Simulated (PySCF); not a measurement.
# DyH3S3 (Dy(SH)3): the cost of one run

Program: PySCF 2.14.0. Level of theory: PBE0, Dy lcecp-1-SVP with ECP55, S def2-SVP, H def2-SVP; scalar-relativistic core potentials, no spin–orbit coupling. These are calculated values, not measurements.

1 further run of the same task is left out (for a known fault of the program).

**1. Where the work starts**

7 atoms, charge 0, spin multiplicity 1.

Bond lengths: Dy1–S2 2.705 Å, Dy1–S4 2.705 Å, Dy1–S6 2.705 Å, S2–H3 1.341 Å, S4–H5 1.341 Å, S6–H7 1.341 Å. Angles: S2–Dy1–S4 120.0°, S2–Dy1–S6 120.0°, S4–Dy1–S6 120.0°, Dy1–S2–H3 104.2°, Dy1–S4–H5 104.2°, Dy1–S6–H7 104.2°.

Coordinates:

```xyz
7
DyH3S3
Dy    0.0000    0.0000    0.0000
S     2.7051    0.0000    0.0000
H     3.0351    0.0000    1.3000
S    -1.3526    2.3427    0.0000
H    -1.5176    2.6285    1.3000
S    -1.3526   -2.3427    0.0000
H    -1.5176   -2.6285    1.3000
```

Formal oxidation states: Dy +3. Each metal's 9 4f electrons lie in its core potential, so multiplicities, spins and levels count the valence alone.

**2. SCF at the start, singlet**

Input file run.py (the lines that set the calculation):

```python
mol = gto.M(atom='''
Dy     0.00000     0.00000     0.00000
S      2.70510     0.00000     0.00000
H      3.03510     0.00000     1.30000
S     -1.35260     2.34270     0.00000
H     -1.51760     2.62850     1.30000
S     -1.35260    -2.34270     0.00000
H     -1.51760    -2.62850     1.30000''',
    basis={'Dy': 'lcecp-1-SVP', 'S': 'def2-SVP', 'H': 'def2-SVP'},
    ecp={'Dy': 'lcecp-1-SVP'},
    charge=0, spin=0)
mf = dft.RKS(mol, xc='PBE0')
mf.grids.atom_grid = (50, 194)  # f atoms: unpruned, at least (60, 302)
mf = mf.density_fit()  # fitting sets: Dy AutoAux, S def2-universal-JKFIT, H def2-universal-JKFIT
mf.conv_tol = 1e-08; mf.max_cycle = 55
mf.kernel(dm0)  # dm0: free metal ions and neutral atoms
```

Started as:

```console
$ OMP_NUM_THREADS=2 python run.py
```

**Question.** How long does this run take on 2 threads of Intel Xeon Platinum 8488C (Sapphire Rapids), shared host, and how much memory does it need?

About 3.4 s, with a peak of 0.56 GiB.
